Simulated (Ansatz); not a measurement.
# B2I: the cost of one run

Computed with Ansatz 0.2.0 (DFT PBE, scalar-relativistic, plane waves, PAW, unless a step's input says otherwise).

3 further runs of the same task are left out: 2 that didn't finish, 1 set aside as unsound or not needed.

### 1 The system as given

The structure is hexagonal, space group P6/mmm (No. 191). Conventional cell: a = 3.078 Å, b = 3.078 Å, c = 8.532 Å, α = 90.00°, β = 90.00°, γ = 120.00°. Around B (site symmetry -6m2) lie 3 B at 1.78 Å. I (site symmetry 6/mmm) has 6 I at 3.08 Å as nearest neighbours.

Coordinates:

```xyz
3
Lattice="3.0778 0.0000 0.0000 -1.5389 2.6654 0.0000 0.0000 0.0000 8.5321" Properties=species:S:1:pos:R:3 pbc="T T T"
B     0.0000    1.7770    4.2661
B     1.5389    0.8885    4.2661
I     0.0000    0.0000    0.0000
```

The cell was relaxed beforehand at this level, from a generated guess; it needn't be the stable form of this composition. At a tolerance of 0.05 Å it has space group P6/mmm (No. 191); it has 23.33 Å³/atom, an uncorrected energy of +1.10 eV/atom over the elements.

### 2 Bands, states and charges

File input.yaml:

```yaml
crystal:
  lattice:
    - [3.0777758232, 0.0, 0.0]
    - [-1.5388879116, 2.66543205, 0.0]
    - [0.0, 0.0, 8.5321012845]
  atoms:
    - { symbol: B, position: [0.3333333333, 0.6666666667, 0.5] }
    - { symbol: B, position: [0.6666666667, 0.3333333333, 0.5] }
    - { symbol: I, position: [0.0, 0.0, 0.0] }
basis:
  ecutwfc: 420
kpoints:
  mp_grid: { grid: [18, 18, 6] }
  band_path:
    path:
      - [[0.0, 0.0, 0.0], [0.5, 0.0, 0.0], [0.33333333, 0.33333333, 0.0], [0.0, 0.0, 0.0], [0.0, 0.0, 0.5], [0.5, 0.0, 0.5], [0.33333333, 0.33333333, 0.5], [0.0, 0.0, 0.5]]
      - [[0.5, 0.0, 0.5], [0.5, 0.0, 0.0]]
      - [[0.33333333, 0.33333333, 0.5], [0.33333333, 0.33333333, 0.0]]
    npoints: 14
hamiltonian:
  xc: pbe
scf:
  occupations: { method: gaussian, width: 0.1 }
  n_extra_bands: 7
output:
  forces: true
  stress: true
  eigenvalues: true
  populations: true
  dos: { projected: true, de: 0.02, nscf_kmesh: { grid: [22, 22, 8] } }
  bader: true
  write_density: true
  write_potential: true
  elf: true
  volumetric_format: npy
```

Run with:

```
$ ansatz run input.yaml --threads 1 --pin off --max-ram 2048MiB --backend cpu --events-out ev --progress --plain --runs-dir out
```

**Question.** How long does this run take on 1 thread of Arm Neoverse V2, shared host, and how much memory does it need?

About 31 s, with a peak of 0.47 GiB.
